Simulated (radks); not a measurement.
**The Coulomb parameter U of the 4f shell of Yb³⁺**

An exercise on one series of results from a longer session: the logs are not shown, and one member is left open.

Method: Dirac Kohn-Sham, LDA (Slater exchange, Perdew-Wang correlation), spin-unpolarised, spherical densities, finite nucleus; open shells are shared between the two j in proportion to 2j + 1. Code: radks (a radial shooting solver on a logarithmic mesh, Libxc functionals) version 1.

### The atom as given

```
element            : ytterbium (Z = 70)
charge             : +3
electrons          : 67
configuration      : [Xe] 4f12 6s1
nuclear rms radius : 5.3108 fm
```

The outer shells:

Yb³⁺
```
[Xe] core
4f [↑↓][↑↓][↑↓][↑↓][↑↓][↑ ][↑ ]
6s [↑ ]
```

Set-up of the first run:

Settings of this run:

```text
Z 70
configuration [Xe] 4f12 6s1
relativity Dirac
functional lda,pw
spin unpolarised
j_filling average
nucleus finite rms 5.3108 fm
c 137.035999084
```

Steps of the session up to this table: Start: [Xe] 4f12 6s1.

One table of the session follows, with a row left open; its other results are not shown here.

It belongs to the step «Start: [Xe] 4f12 6s1». From the orbitals of this run (lengths in bohr):

```
level     <r>  outermost maximum (interpolated)  90 % within  nodes
4d3/2  0.5502                             0.485        0.827      1
4d5/2       ?                                 ?            ?      ?
5s1/2   1.166                              1.05         1.67      4
5p1/2   1.286                              1.13         1.87      3
5p3/2   1.381                              1.21         2.01      3
4f5/2  0.6932                             0.473         1.17      0
4f7/2  0.7040                             0.478         1.19      0
6s1/2   2.778                              2.56         3.94      5
```

**Question.** Estimate the row for 4d5/2.

The run gave: <r>: 0.5615; outermost maximum (interpolated): 0.494; 90 % within: 0.844; nodes: 1. In the column «<r>» it lies between 4d3/2 (0.5502) and 4f5/2 (0.6932).
